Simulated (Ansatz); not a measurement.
**Ga2N2H6: up Jacob's ladder to CCSD(T)**

An exercise on one series of results from a longer session: the logs are not shown, and one member is left open.

Method: functionals in def2-TZVPP, the program's frozen cores in correlated methods; program: Ansatz 0.2.0, Gaussian basis.

The runs, in order: LDA (SPW92), PBE-D4, revPBE-D4, BLYP-D4, r2SCAN-D4, B97M-V, PBE0-D4, B3LYP-D4, r2SCANh-D4, r2SCAN0-D4, HSE06-D4, BHLYP-D4, CAM-B3LYP-D4, LC-ωPBE, ωB97X-V, ωB97M-V, B2PLYP, PBE-QIDH; CCSD(T)/def2-SVP; CCSD(T)/def2-TZVPP; MP2/def2-QZVPP; extrapolation to the limit; RPA on PBE.

## The relaxed structure

The geometry comes from an earlier relaxation with PBE0-D4 in a triple-zeta def2 set; it is a stationary point, not always the lowest conformer.

SMILES `[NH2][Ga]([NH2])[GaH2]`, 10 atoms, charge 0, spin multiplicity 1.

Atoms are counted from 1 here; the program's logs count them from 0.

Bond lengths: N1–Ga2 1.827 Å, N1–H5 1.006 Å, N1–H6 1.005 Å, Ga2–N3 1.827 Å, Ga2–Ga4 2.455 Å, N3–H7 1.005 Å, N3–H8 1.006 Å, Ga4–H9 1.577 Å, Ga4–H10 1.577 Å. Angles: Ga2–N1–H5 123.7°, Ga2–N1–H6 123.6°, H5–N1–H6 111.4°, N1–Ga2–N3 113.6°, N1–Ga2–Ga4 123.2°, N3–Ga2–Ga4 123.2°, Ga2–N3–H7 123.6°, Ga2–N3–H8 123.7°, H7–N3–H8 111.4°, Ga2–Ga4–H9 122.2°, Ga2–Ga4–H10 122.2°, H9–Ga4–H10 115.7°.

The first run:

The input, in.yaml:

```yaml
crystal:
  periodic: [false, false, false]
  atoms:
    - {symbol: N, position_ang: [-1.796638, 0.293877, -0.648576]}
    - {symbol: Ga, position_ang: [-0.122108, -0.124795, -0.049070]}
    - {symbol: N, position_ang: [0.206186, -1.921393, 0.007575]}
    - {symbol: Ga, position_ang: [1.529340, 1.565123, 0.616543]}
    - {symbol: H, position_ang: [-2.447780, -0.384400, -1.007459]}
    - {symbol: H, position_ang: [-2.098117, 1.231954, -0.845448]}
    - {symbol: H, position_ang: [1.031898, -2.323006, 0.415674]}
    - {symbol: H, position_ang: [-0.490930, -2.623239, -0.177573]}
    - {symbol: H, position_ang: [2.565947, 2.173775, -0.404755]}
    - {symbol: H, position_ang: [1.622213, 2.112114, 2.093089]}
basis:
  gaussian: {orbitals: def2-TZVPP}
hamiltonian: {xc: lda}
output: {orbitals: {seedname: orbitals}}
```

Started as:

```
> ansatz run in.yaml --threads 4 --pin off --events-out ev --progress --plain --max-ram 10444MiB
```

Steps of the session up to this table: LDA; PBE-D4 (GGA); revPBE-D4 (GGA); BLYP-D4 (GGA); r2SCAN-D4 (meta-GGA); B97M-V (meta-GGA); B3LYP-D4 (hybrid); r2SCANh-D4 (hybrid); r2SCAN0-D4 (hybrid); HSE06-D4 (hybrid); BHLYP-D4 (hybrid); CAM-B3LYP-D4 (range-separated); LC-ωPBE (range-separated); ωB97X-V (range-separated); ωB97M-V (range-separated); B2PLYP (double hybrid); PBE-QIDH (double hybrid).

One table of the session follows, with a row left open; its other results are not shown here.

It belongs to the step «Frontier levels by functional». 

```
  functional  HOMO (eV)  LUMO (eV)  gap (eV)
 LDA (SPW92)      -5.47      -3.05      2.42
      PBE-D4      -5.29      -2.80      2.49
   revPBE-D4      -5.22      -2.67      2.55
     BLYP-D4      -5.16      -2.73      2.43
   r2SCAN-D4      -5.57      -2.58      2.99
      B97M-V      -5.62      -2.78      2.84
     PBE0-D4      -6.66      -2.02      4.63
    B3LYP-D4      -6.41      -2.28      4.13
  r2SCANh-D4      -6.09      -2.31      3.78
  r2SCAN0-D4      -6.86      -1.91      4.95
    HSE06-D4      -6.25      -2.39      3.86
    BHLYP-D4      -7.93      -1.29      6.63
CAM-B3LYP-D4          ?          ?         ?
     LC-ωPBE      -9.50       0.07      9.56
     ωB97X-V      -9.10      -0.11      9.00
     ωB97M-V      -9.00      -0.34      8.67
```

**Question.** Estimate the row for CAM-B3LYP-D4.

**Answer.** HOMO (eV): -8.07; LUMO (eV): -1.12; gap (eV): 6.95. In the column «HOMO (eV)» it lies between ωB97M-V (-9.00) and BHLYP-D4 (-7.93).
